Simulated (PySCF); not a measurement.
# C2H10OSi2: the cost of one run

The runs use PySCF 2.14.0, with density-fitted response routines of our own; the level of theory stands in each step. All values are computed, except where a source is named. Atoms are numbered from 0 throughout.

### Step 1. Starting geometry

15 atoms, charge 0, multiplicity 1; geometry from: PBE0-D3(BJ)/def2-SVP.

Bonds of the start (Å): C0–C1 1.52, C1–Si2 1.91, C1–O3 1.42, O3–Si4 1.67, C0–H5 1.10, C0–H6 1.10, C0–H7 1.10, C1–H8 1.11, Si2–H9 1.50, Si2–H10 1.49, Si2–H11 1.49, Si4–H12 1.49, Si4–H13 1.50, Si4–H14 1.50.

### Step 2. Nuclear shieldings: HF/pcSseg-1

Job settings and geometry (Å):

```
{"job": {"kind": "nmr", "xc": "HF", "basis": "pcSseg-1", "pop": false}, "charge": 0, "multiplicity": 1}
C     -0.851875    -1.303762     0.128160
C     -0.339640     0.116284     0.305786
Si    -1.593966     1.448286    -0.227803
O      0.819298     0.361981    -0.478206
Si     2.349137    -0.206793    -0.136375
H     -1.762962    -1.470922     0.723468
H     -1.086430    -1.505230    -0.928617
H     -0.101826    -2.044040     0.452656
H     -0.107724     0.280460     1.378833
H     -2.852340     1.320868     0.574005
H     -1.010402     2.804604    -0.010372
H     -1.918940     1.265892    -1.674249
H      3.295257     0.615886    -0.936973
H      2.625574    -0.056771     1.328268
H      2.516824    -1.647631    -0.502011
```

Method: GIAO HF/pcSseg-1 NMR shielding, non-relativistic, gas phase.

Launch:

```sh
> OMP_NUM_THREADS=1 python probes_run.py task.json out
```

One launch serves the whole session: the jobs run in the order shown.

Q: Estimate the wall time and peak memory of this first job on 1 thread of Arm Neoverse V1, shared host.

About 8.5 s, with a peak of 0.82 GiB.
